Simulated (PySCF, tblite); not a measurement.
# C₅H₁₀GeO₃: geometry, infrared bands and NMR shifts

What infrared bands and NMR shifts should C₅H₁₀GeO₃ (`OC[C@@H]1OC[C@]12C[O][GeH2]2`) show?

Computed with tblite 0.8.0 and PySCF 2.14.0, with density-fitted response routines of our own, on a single molecule in the gas phase. Atoms count from 0, in the outputs and in this text.

### Step 1. Starting geometry

19 atoms, charge 0, multiplicity 1; geometry from: force field or distance geometry start.

Bonds of the start (Å): O0–C1 1.41, C1–C2 1.47, C2–O3 1.43, O3–C4 1.42, C4–C5 1.48, C5–C6 1.47, C6–O7 1.41, O7–Ge8 1.81, C5–C2 1.49, Ge8–C5 1.87, O0–H9 0.97, C1–H10 1.09, C1–H11 1.14, C2–H12 1.11, C4–H13 1.11, C4–H14 1.09, C6–H15 1.10, C6–H16 1.09, Ge8–H17 1.53, Ge8–H18 1.54.

### Step 2. Optimising the geometry with GFN2-xTB

The job: settings as JSON, then the geometry in Å.

```
{"job": {"kind": "relax", "xc": "GFN2-xTB", "basis": "xTB"}, "charge": 0, "multiplicity": 1}
O      2.562000     1.441700     0.908200
C      1.361400     0.699000     1.000600
C      0.886200     0.203400    -0.303400
O      0.568000     1.187700    -1.286100
C     -0.344500     0.214600    -1.767100
C     -0.556300    -0.167800    -0.356600
C     -1.565900     0.536500     0.440300
O     -1.546900    -0.550100     1.335000
Ge    -1.119800    -1.873300     0.177300
H      3.291100     0.796100     0.949700
H      0.612900     1.211500     1.601000
H      1.656300    -0.224600     1.601800
H      1.566800    -0.519000    -0.799100
H     -1.224400     0.694700    -2.243200
H      0.201600    -0.453800    -2.438400
H     -2.522900     0.649600    -0.094600
H     -1.261300     1.485800     0.872500
H     -0.138400    -2.877200     0.780900
H     -2.435600    -2.445400    -0.386100
```

Launch:

```
OMP_NUM_THREADS=1 python probes_run.py task.json out
```

The driver reads the jobs from task.json and runs them one after another.

**Question.** This job is followed by: GFN2-xTB harmonic vibrations, gas phase; GIAO PBE0/pcSseg-1 NMR shielding, non-relativistic, gas phase. What will the session give for the following? strongest single infrared mode (GFN2-xTB); zero-point energy (GFN2-xTB); ¹³C shifts against TMS (PBE0/pcSseg-1); ¹H shifts against TMS (PBE0/pcSseg-1); ¹⁷O shifts against H2O (PBE0/pcSseg-1); ⁷³Ge shifts against GeMe4 (PBE0/pcSseg-1); surface potential, 1st and 99th percentile.

The runs gave:

| quantity | value |
| --- | --- |
| strongest single infrared mode (GFN2-xTB) | 1901 cm⁻¹, 573 km/mol |
| zero-point energy (GFN2-xTB) | 88.1 kcal/mol |
| ¹³C shifts against TMS (PBE0/pcSseg-1) | 89.7, 81.3, 80.1, 69.5, 56.7 ppm |
| ¹H shifts against TMS (PBE0/pcSseg-1) | 6.12, 6.10, 5.34, 5.04, 4.90, 4.89, 4.52, 4.07, 3.98, 1.34 ppm |
| ¹⁷O shifts against H2O (PBE0/pcSseg-1) | 28.5, 27.6, 16.6 ppm |
| ⁷³Ge shifts against GeMe4 (PBE0/pcSseg-1) | 55 ppm |
| surface potential, 1st and 99th percentile | -1.65 V and 1.76 V |

In words: The optimisation took 134 steps and gained 2.060 eV; among the close pairs (by a distance rule), C5–Ge8 changed most, from 1.874 to 2.002 Å. No mode is imaginary among the 51: a minimum at this level. The strongest single mode, at 1901 cm⁻¹, moves mainly H17 and H18. Unscaled tight-binding wavenumbers are off by several per cent, some by more. Its intensities can rank the bands wrongly. C2 (sp3 CH bonded to O) lies farthest downfield among carbon, at 89.7 ppm; deshielded by the electronegative neighbour. At PBE0/pcSseg-1: The largest span, 260 ppm, is at Ge8, where the paramagnetic term is -1480 ppm. By nearest atom (PBE0/pcSseg-1), the HOMO sits on O3 31 %; O0 13 % and the LUMO on Ge8 31 %; H17, H18 about 16 % each. Spin-orbit coupling is left out, which matters for shieldings and couplings at and beside the heavy atoms.
